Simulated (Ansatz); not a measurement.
# MoSi+ (quartet): wave-function methods side by side, def2-TZVPP

One table from this session's results is given with a row withheld; the runs are named, their logs left out.

Computed with Ansatz 0.2.0, Gaussian basis. Level: def2-TZVPP, core rule «outside noble gas», up to 9 orbitals frozen.

To be run: UHF; ROHF; CCSD(T) on UHF.

2 further runs of the same task are left out: 2 set aside as unsound or not needed.

## What is computed

The geometry is a PBE0/def2-TZVP stationary point (not a proven minimum) of the parent state, kept for this charge and spin. No spin-orbit coupling is included. Elements past krypton take def2 core potentials.

2 atoms, charge 1, spin multiplicity 4.

Atoms are counted from 1 here; the program's logs count them from 0.

Bond lengths: Mo1–Si2 2.214 Å.

The first run:

in.yaml

```yaml
crystal:
  periodic: [false, false, false]
  atoms:
    - {symbol: Mo, position_ang: [0.000000, 0.000000, 0.000000]}
    - {symbol: Si, position_ang: [0.000000, 0.000000, 2.214400]}
basis:
  gaussian: {orbitals: def2-TZVPP}
total_charge: 1
magnetization: {spin_polarized: true, initial_magnetization: 3}
hamiltonian: {xc: hf}
output: {orbitals: {seedname: orbitals}}
```

Run with:

```sh
$ ansatz run in.yaml --threads 1 --pin off --events-out ev --progress --plain --max-ram 4096MiB --backend cpu
```

Steps of the session up to this table: UHF; ROHF; CCSD(T) on UHF.

One of the session's tables, all rows but one given; the rest of the session is left out.

It belongs to the step «Misses and costs». 

| method | from UCCSD(T) (kcal/mol) |
| --- | --- |
| ROHF | +177.87 |
| UHF | +133.82 |
| UMP2 | ? |
| UCCSD | +8.90 |
| UCCSD(T) | 0 |

Estimate the missing values for UMP2.

**Answer.** from UCCSD(T) (kcal/mol): +32.39. In the column «from UCCSD(T) (kcal/mol)» it lies between UCCSD (+8.90) and UHF (+133.82).

To keep in mind: The determinant is far from a pure spin state, so its energy mixes those of several spin states (harmless only where they are near-degenerate, as at dissociation).
